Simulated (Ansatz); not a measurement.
What does this script print? It uses the Ansatz DFT code, driven from Python.

The script, `fgeh3si_relaxed_scan.py`:
```python
'''Relaxed scan of one distance in FGeH3Si.'''

import logging
import sys

import ansatz as az
import numpy as np

logging.basicConfig(stream=sys.stdout, format='%(name)s: %(message)s')
log = logging.getLogger('fgeh3si')
log.setLevel(logging.INFO)

BASIS = 'def2-SVP'
FUNCTIONAL = 'pbe0'

GEOMETRY = '''
F     2.61220    0.34020    0.36580
Ge    1.46840   -0.84940   -0.23420
Si   -0.67940   -0.00680   -0.06060
H    -0.78760    1.22490   -0.85660
H    -0.97500    0.29280    1.34840
H    -1.63860   -1.00180   -0.56270
'''

molecule = az.Crystal.molecule()
for line in GEOMETRY.strip().splitlines():
    symbol, *xyz = line.split()
    molecule = molecule.atom(symbol, [float(v) for v in xyz])

calc = (
    molecule.calculation()
    .basis(gaussian=BASIS)
    .functional(FUNCTIONAL)
    .spin('collinear', total=2)
)
symbols = [site.symbol for site in molecule.cartesian_sites]
pairs = [(0, 1), (1, 2), (2, 3), (2, 4), (2, 5)]
print('held (A)   E (eV)        ', '  '.join(f'{symbols[i]}{i}-{symbols[j]}{j}' for i, j in pairs))
for length in [2.13, 2.31, 2.5, 2.78, 3.12]:
    rep = calc.relax(constraints=[az.DistanceConstraint((1, 2), at=length)], force_tolerance=0.02, max_steps=60).run().report
    xyz = np.array(rep['positions_ang'])
    print(f'{length:6.2f} {rep["free_energy_ev"]:14.5f}  ', '  '.join(f'{np.linalg.norm(xyz[i] - xyz[j]):.3f}' for i, j in pairs))
```

```console
$ python fgeh3si_relaxed_scan.py
held (A)   E (eV)         F0-Ge1  Ge1-Si2  Si2-H3  Si2-H4  Si2-H5
DeckWarning: relax.constraints: the input's atoms, or those drawn, lie off the distances that are held; a relaxation that starts there is brought onto them ahead of its first SCF, by positions alone, an atom by 9.18e-2 Å at the most. With the symmetry [...]
  2.13   -67134.97326   1.755  2.130  1.500  1.500  1.495
  2.31   -67135.38282   1.757  2.310  1.496  1.496  1.492
  2.50   -67135.41128   1.760  2.500  1.493  1.493  1.491
  2.78   -67135.16462   1.763  2.780  1.490  1.490  1.489
  3.12   -67134.83103   1.765  3.120  1.489  1.489  1.488
```
(Warnings from the package without file and line, shortened, repeats left out.)

Notes:
- Total energies depend on the basis set; only differences at equal settings carry meaning.
- The energies are electronic: no zero-point or thermal terms, and the basis set is short of its limit.
- The species is open-shell (spin multiplicity 3).
- Run time: 2.4 min on 1 thread of Arm Neoverse V2 (shared host), peak memory 0.29 GiB.
